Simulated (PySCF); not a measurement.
**A diatomic session: KO−**

Aim: find the lowest electronic state of KO−, scan its bond at several levels of theory, and get bond length, wavenumber and dissociation energy from each curve.

The runs use PySCF 2.14.0; K def2-SVPD, O def2-SVPD, no relativity.

4 further runs of the same task are left out: 4 set aside as unsound or not needed.

### 1 Set-up

Settings of the job:

```json
{"atoms": "K, O", "charge": "-1", "basis": "K def2-SVPD, O def2-SVPD", "Hamiltonian": "no relativity", "basis functions": "50", "electrons treated": "28", "masses in u": "38.9637, 15.9949", "levels": "PBE0, PBE, r²SCAN, TPSS, M06-2X, B3LYP, LC-ωPBE, MP2, SCS-MP2, CCSD, CCSD(T)", "grid": "80 radial by 434 angular points", "occupations": "held fixed by the projection of orbital angular momentum", "dissociation limit": "K + O−, each in its ground configuration", "starting distance in angstrom": "2.645", "values of 2S to try": "0, 2"}
```

On the command line:

```
$ OMP_NUM_THREADS=1 python dia.py task.json out
```

Further steps of the session: First curve: PBE0; PBE; r²SCAN; TPSS (meta-GGA); M06-2X (hybrid meta-GGA); B3LYP (global hybrid GGA); LC-ωPBE (range-separated hybrid); Correlated methods on the Hartree–Fock reference.

What does the calculation give? Wanted: for each run, Re; ωe; De; μ.

The runs gave:

Lowest PBE0 solution found, without spin–orbit coupling: ³Π (triplet), unpaired electrons σ ↑, π ↑.

```csv
level,Re (Å),ωe (cm⁻¹),De (eV),μ (D)
UHF-MP2,2.505,309,1.78,n/a
UHF-SCS-MP2,2.508,308,1.78,n/a
UHF-CCSD,2.499,313,1.80,n/a
UHF-CCSD(T),2.506,309,1.78,n/a
PBE,2.491,299.0,1.75,1.94
TPSS,2.485,302,1.84,3.02
r²SCAN,2.481,311,1.82,2.11
B3LYP,2.487,306,1.67,1.43
PBE0,2.464,318,1.81,2.15
M06-2X,2.458,330,1.76,1.76
LC-ωPBE,2.463,323,1.87,2.71
```

De is counted to K + O− in their ground configurations. A positive dipole points from K to O; in an ion it is taken about the centre of mass and does not tell which atom is negative.

Differences from CCSD(T) in the same basis:

```
      level  Re (mÅ)  ωe (%)
    UHF-MP2        0     0.0
UHF-SCS-MP2       +2    -0.1
   UHF-CCSD       -6    +1.3
        PBE      -15    -3.2
       TPSS      -21    -2.3
     r²SCAN      -25    +0.7
      B3LYP      -19    -0.8
       PBE0      -41    +2.9
     M06-2X      -47    +6.8
    LC-ωPBE      -43    +4.7
```

**Reading.** Against CCSD(T) in the same basis, the bond length is nearest at UHF-MP2 (0 mÅ) and farthest at M06-2X (-47 mÅ); the wavenumber is nearest at UHF-MP2 (0.0 %) and farthest at M06-2X (+6.8 %). CCSD(T) in a basis this small is itself some way from its limit, more so than the functionals. Among the levels with a De in the table, it runs from 1.67 eV (B3LYP) to 1.87 eV (LC-ωPBE).

Correlated steps freeze 6 core orbitals. At some levels the lowest empty orbital lies below the highest filled one (the two can be of opposite spin). With some functionals the highest level of the anion is positive, from self-interaction error or because the anion is truly unbound there; the finite basis then holds the extra electron, and no neutral molecule was run to test the binding.
